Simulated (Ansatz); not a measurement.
Write a Python script for the Ansatz DFT code, driven from Python that makes a polarisability from point charges of BH6N2P, SMILES NB(N)P. Use (for the species named): CAM-B3LYP, def2-SVP basis, multiplicity 1.

```yaml
atoms:
  - { symbol: N, position_ang: [-0.0840, 1.1952, 0.5562] }
  - { symbol: B, position_ang: [-0.1716, -0.2304, 0.0230] }
  - { symbol: N, position_ang: [-1.5245, -0.9153, -0.0960] }
  - { symbol: P, position_ang: [1.4269, -1.1919, -0.4835] }
  - { symbol: H, position_ang: [0.9183, 1.4885, 0.5388] }
  - { symbol: H, position_ang: [-0.5900, 1.8066, -0.1229] }
  - { symbol: H, position_ang: [-1.9613, -0.8998, 0.8528] }
  - { symbol: H, position_ang: [-2.1172, -0.3216, -0.7184] }
  - { symbol: H, position_ang: [1.9565, -0.0960, -1.2767] }
  - { symbol: H, position_ang: [2.1470, -0.8355, 0.7269] }
```

`bh6n2p.py`
```python
import warnings

import ansatz as az
import numpy as np

GEOMETRY = '''
N    -0.08400    1.19520    0.55620
B    -0.17160   -0.23040    0.02300
N    -1.52450   -0.91530   -0.09600
P     1.42690   -1.19190   -0.48350
H     0.91830    1.48850    0.53880
H    -0.59000    1.80660   -0.12290
H    -1.96130   -0.89980    0.85280
H    -2.11720   -0.32160   -0.71840
H     1.95650   -0.09600   -1.27670
H     2.14700   -0.83550    0.72690
'''

warnings.simplefilter('ignore', az.DeckWarning)

system = az.Crystal.molecule()
for line in GEOMETRY.strip().splitlines():
    symbol, *xyz = line.split()
    system = system.atom(symbol, [float(v) for v in xyz])

base = system.calculation()
base = base.basis(gaussian='def2-SVP').functional('cam_b3lyp')
base = base.forces()
centre = np.mean([site.position_ang for site in system.cartesian_sites], axis=0)
field = 2 * 14.399645 * 3.0 / 30.0 ** 2


def dipole(axis, sign):
    arm = 30.0 * np.eye(3)[axis]
    pair = [{'charge': sign * 3.0, 'position_ang': (centre - arm).tolist()}, {'charge': -sign * 3.0, 'position_ang': (centre + arm).tolist()}]
    deck = base.input().set(az.key.basis.gaussian.point_charges, pair)
    return np.array(az.Session.from_dict(deck).plan().execute().report['charge_distribution']['dipole_moment_e_ang'])


print(f'field {field:.4f} V/A')
alpha = np.array([(dipole(axis, 1) - dipole(axis, -1)) / (2 * field) * 14.399645 for axis in range(3)])
print('polarisability tensor (A^3)')
print(np.array2string(alpha, precision=3, suppress_small=True))
print(f'mean {np.trace(alpha) / 3:.3f} A^3 = {np.trace(alpha) / 3 / 0.14818471:.2f} bohr^3')
```

```console
$ python bh6n2p.py
field 0.0960 V/A
polarisability tensor (A^3)
[[ 8.192 -0.262 -0.132]
 [-0.265  7.304  0.189]
 [-0.137  0.185  6.335]]
mean 7.277 A^3 = 49.11 bohr^3
```

What to keep in mind:
- These settings explore the input space; basis and method may be short of convergence.
- The geometry is a force-field or estimated start, not a minimum of this method, and the basis set is short of its limit. The field of two point charges is only nearly even.
- Without diffuse functions polarisabilities are unreliable, as a rule too low, and they change with the bond lengths of this unrelaxed start.
- Finished in 25 s on 1 thread of Arm Neoverse V1, on a shared host, peak memory 0.25 GiB.
